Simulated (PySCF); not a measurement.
**The bond of GaF, level by level**

The task here is to estimate one member of a computed series from the others.

The runs use PySCF 2.14.0; Ga pcseg-1, F pcseg-1, no relativity.

Set-up of the first run:

The job is set up so:

- atoms: Ga, F
- charge: 0
- basis: Ga pcseg-1, F pcseg-1
- Hamiltonian: no relativity
- basis functions: 41
- electrons treated: 40
- masses in u: 68.9256, 18.9984
- levels: PBE0, PBE, r²SCAN, LDA, PW91, MN15, HF, MP2, SCS-MP2, CCSD, CCSD(T)
- grid: 80 radial by 434 angular points
- occupations: held fixed by the projection of orbital angular momentum
- dissociation limit: Ga + F, each in its ground configuration
- starting distance in angstrom: 1.820
- values of 2S to try: 0, 2

Command:

```console
OMP_NUM_THREADS=1 python dia.py task.json out
```

Steps of the session up to this table: Set-up; PBE0 along the bond; Other states along the same grid; PBE (GGA); r²SCAN (meta-GGA); LDA (local density); PW91 (GGA); MN15 (hybrid meta-GGA); RHF (mean field); Correlated methods on the Hartree–Fock reference.

One of the session's tables, all rows but one given; the rest of the session is left out.

It belongs to the step «Constants by level of theory». 

| level | Re (Å) | ωe (cm⁻¹) | De (eV) |
| --- | --- | --- | --- |
| RHF | 1.796 | 641 | 4.14 |
| RHF-MP2 | 1.811 | 631 | 6.08 |
| RHF-SCS-MP2 | 1.812 | 628 | 5.90 |
| RHF-CCSD | 1.810 | 629 | 5.63 |
| RHF-CCSD(T) | 1.812 | 626 | 5.70 |
| LDA | 1.799 | 631 | 7.09 |
| PBE | ? | ? | ? |
| PW91 | 1.829 | 601 | 6.30 |
| r²SCAN | 1.808 | 626 | 6.06 |
| PBE0 | 1.811 | 621 | 5.87 |
| MN15 | 1.799 | 638 | 6.06 |

Q: Estimate the row for PBE from the others.

**Answer.** Re (Å): 1.831; ωe (cm⁻¹): 598; De (eV): 6.25. In the column «Re (Å)» it is the highest.
